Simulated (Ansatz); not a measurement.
**Hf₂N: a line through a two-coordinate scan**

The task here is to estimate one member of a computed series from the others.

Program: Ansatz 0.2.0. Level of theory: DFT PBEsol, scalar-relativistic, plane waves, PAW. These are calculated values, not measurements.

16 further runs of the same task are left out: 16 set aside as unsound or not needed.

### The system as given

Symmetry: P4_2/mnm, No. 136, tetragonal system. The conventional cell has a = 5.295 Å, b = 5.295 Å, c = 3.227 Å, α = 90.00°, β = 90.00°, γ = 90.00°. Around Hf (site symmetry m2m) lie 3 N at 2.21 to 2.22 Å. N (site symmetry mmm) is surrounded by 6 Hf at 2.21 to 2.22 Å.

Coordinates:

```
Hf N
1.0
     5.29531    0.00000    0.00000
     0.00000    5.29531    0.00000
     0.00000    0.00000    3.22722
Hf N
4 2
Cartesian
  1.5646 1.5646 0.0000
  3.7307 3.7307 0.0000
  4.2122 1.0831 1.6136
  1.0831 4.2122 1.6136
  0.0000 0.0000 0.0000
  2.6477 2.6477 1.6136
```

It goes back to an entry of the Materials Project, which need not be the stable form.

This cell was relaxed beforehand with the same method: volume 15.08 Å³/atom, gap on the mesh none (metal).

### What is varied

The energy is mapped over volume and the cell's shape.

The axes are (1) volume per atom: 7 values from 13.27 to 16.89 Å³; (2) c/a of the conventional cell: 7 values from 0.562 to 0.660.

Nothing else is relaxed (fractional coordinates fixed). Energies count from the relaxed crystal. Points are written as (first, second).

The first run:

input.yaml reads:

```yaml
crystal:
  lattice:
    - [5.2118074883, 0.0, 0.0]
    - [0.0, 5.2118074883, 0.0]
    - [0.0, 0.0, 2.9316417122]
  atoms:
    - { symbol: Hf, position: [0.2954631013, 0.2954631013, 0.0] }
    - { symbol: Hf, position: [0.7045368987, 0.7045368987, 0.0] }
    - { symbol: Hf, position: [0.7954631013, 0.2045368987, 0.5] }
    - { symbol: Hf, position: [0.2045368987, 0.7954631013, 0.5] }
    - { symbol: "N", position: [0.0, 0.0, 0.0] }
    - { symbol: "N", position: [0.5, 0.5, 0.5] }
basis:
  ecutwfc: 520.0
kpoints:
  mp_grid: { grid: [8, 8, 14] }
hamiltonian:
  xc: pbesol
  pseudopotentials: { kind: paw, azcp: { folder: soft_1 } }
scf:
  occupations: { method: gaussian, width: 0.15 }
output:
  forces: true
  stress: true
  eigenvalues: true
  write_density: true
  write_potential: true
  elf: true
  volumetric_format: npy
```

The run is started by

```
$ ansatz run input.yaml --threads 4 --pin off --max-ram 8192MiB --backend cpu --events-out ev --progress --plain --runs-dir out
```

Steps of the session up to this table: Grid point (13.27 Å³, 0.562); Grid point (14.48 Å³, 0.562); Point (15.08 Å³, 0.562); The run at (15.69 Å³, 0.562); Point (16.89 Å³, 0.562).

One of the session's tables, all rows but one given; the rest of the session is left out.

| volume per atom (Å³) | energy (meV/atom) | slope (meV/atom per Å³) | pressure (GPa) | largest force on an atom (eV/Å) |
| --- | --- | --- | --- | --- |
| 13.27 | 253 | −223 | 35.7 | 0.57 |
| 13.88 | 145 | −137 | 22.0 | 0.31 |
| 14.48 | 85 | −67 | 10.7 | 0.10 |
| 15.08 | ? | ? | ? | ? |
| 15.69 | 72 | 38 | −6.1 | 0.24 |
| 16.29 | 107 | 76 | −12.2 | 0.37 |
| 16.89 | 162 | 108 | −17.2 | 0.48 |

Q: Estimate the row for volume per atom (Å³) = 15.08 from the others.

Worked estimate for «energy (meV/atom)». A straight line through the neighbours (14.48, 85) and (15.69, 72) gives 85 + (72 − 85) × (15.08 − 14.48) / (15.69 − 14.48) = 79; a parabola fitted to 4 rows on both sides gives 63.

As computed: energy (meV/atom): 62; slope (meV/atom per Å³): −9; pressure (GPa): 1.4; largest force on an atom (eV/Å): 0.09. In «energy (meV/atom)» the line misses by +17 and the parabola by +1.

Energies count from the relaxed crystal. Rows without a step come from runs not printed here or follow by symmetry. Slopes come from the forces (and the stress, where the cell changes), not from differences of energies.

To keep in mind: A rigid map gives upper bounds: relaxing the other coordinates can only lower a point. Warnings in the runs' records: pseudo functional mismatch.
